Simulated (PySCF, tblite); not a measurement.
# C7H14N2: geometry, infrared bands and NMR shifts

Wanted: the infrared bands and NMR shifts of C7H14N2 (`CCCN1C[C@H](C)C=N1`), by calculation.

The runs use tblite 0.8.0 and PySCF 2.14.0, with density-fitted response routines of our own; the level of theory stands in each step. All values are computed, except where a source is named. Atoms are numbered from 0 throughout.

**1. Starting geometry**

23 atoms, charge 0, multiplicity 1; geometry from: force field or distance geometry start.

Bonds of the start (Å): C0–C1 1.52, C1–C2 1.55, C2–N3 1.44, N3–C4 1.44, C4–C5 1.51, C5–C6 1.52, C5–C7 1.50, C7–N8 1.30, N8–N3 1.37, C0–H9 1.10, C0–H10 1.10, C0–H11 1.09, C1–H12 1.08, C1–H13 1.09, C2–H14 1.09, C2–H15 1.08, C4–H16 1.10, C4–H17 1.10, C5–H18 1.10, C6–H19 1.10, C6–H20 1.10, C6–H21 1.09, C7–H22 1.11.

**2. Optimising the geometry with GFN2-xTB**

Job settings and geometry (Å):

```
{"job": {"kind": "relax", "xc": "GFN2-xTB", "basis": "xTB"}, "charge": 0, "multiplicity": 1}
C     -2.792100     0.920700     0.544900
C     -2.417100     0.134500    -0.702600
C     -1.413200    -0.998700    -0.393300
N     -0.131200    -0.519400     0.054500
C      0.843000     0.124400    -0.786000
C      1.996200     0.415400     0.147200
C      3.216900    -0.457100    -0.101600
C      1.363000     0.058400     1.461300
N      0.186000    -0.483200     1.387700
H     -3.571000     1.662500     0.297600
H     -3.209600     0.265400     1.320300
H     -1.946500     1.458100     0.962300
H     -2.004500     0.814600    -1.433500
H     -3.315100    -0.309100    -1.128100
H     -1.834600    -1.666300     0.361800
H     -1.252400    -1.584200    -1.291300
H      0.407900     1.055900    -1.175500
H      1.104900    -0.537900    -1.626700
H      2.279500     1.476800     0.153300
H      2.970200    -1.523800    -0.035800
H      3.986200    -0.261900     0.658200
H      3.642200    -0.258200    -1.084500
H      1.886600     0.240000     2.419700
```

Launch:

```
> OMP_NUM_THREADS=1 python probes_run.py task.json out
```

The driver reads the jobs from task.json and runs them one after another.

**Question.** This job is followed by: GFN2-xTB harmonic vibrations, gas phase; GIAO PBE0/pcSseg-1 NMR shielding, non-relativistic, gas phase. What will the session give for the following? strongest single infrared mode (GFN2-xTB); zero-point energy (GFN2-xTB); ¹³C shifts against TMS (PBE0/pcSseg-1); ¹H shifts against TMS (PBE0/pcSseg-1, means over atoms taken as alike); ¹⁵N shifts against NH3 (PBE0/pcSseg-1); surface potential, 1st and 99th percentile.

**Answer**, as computed:

```
                                                              quantity                                                           value
                             strongest single infrared mode (GFN2-xTB)                                            1366 cm⁻¹, 89 km/mol
                                          zero-point energy (GFN2-xTB)                                                  127.0 kcal/mol
                                ¹³C shifts against TMS (PBE0/pcSseg-1)                   136.0, 55.1, 53.5, 44.9, 23.0, 21.9, 14.5 ppm
¹H shifts against TMS (PBE0/pcSseg-1, means over atoms taken as alike)  5.83, 3.71, 3.60, 3.30, 3.16, 2.91, 1.87, 1.14, 1.07, 0.93 ppm
                                ¹⁵N shifts against NH3 (PBE0/pcSseg-1)                                                394.9, 146.5 ppm
                                 surface potential, 1st and 99th percentile                                              -1.66 V and 0.71 V
```

What this shows: Over 99 steps the energy fell by 0.180 eV; of the close pairs, C7–H22 changed most, 1.107 to 1.072 Å. All 63 modes are real, so the xTB geometry is a minimum. The strongest single mode, at 1366 cm⁻¹, has its largest shares on N3, H14 and H16 (the list is cut at 3 atoms). Unscaled tight-binding wavenumbers are off by several per cent, some by more. Its intensities can rank the bands wrongly. At PBE0/pcSseg-1: Shielding is most anisotropic at N8 (span 553 ppm, paramagnetic term -451 ppm).
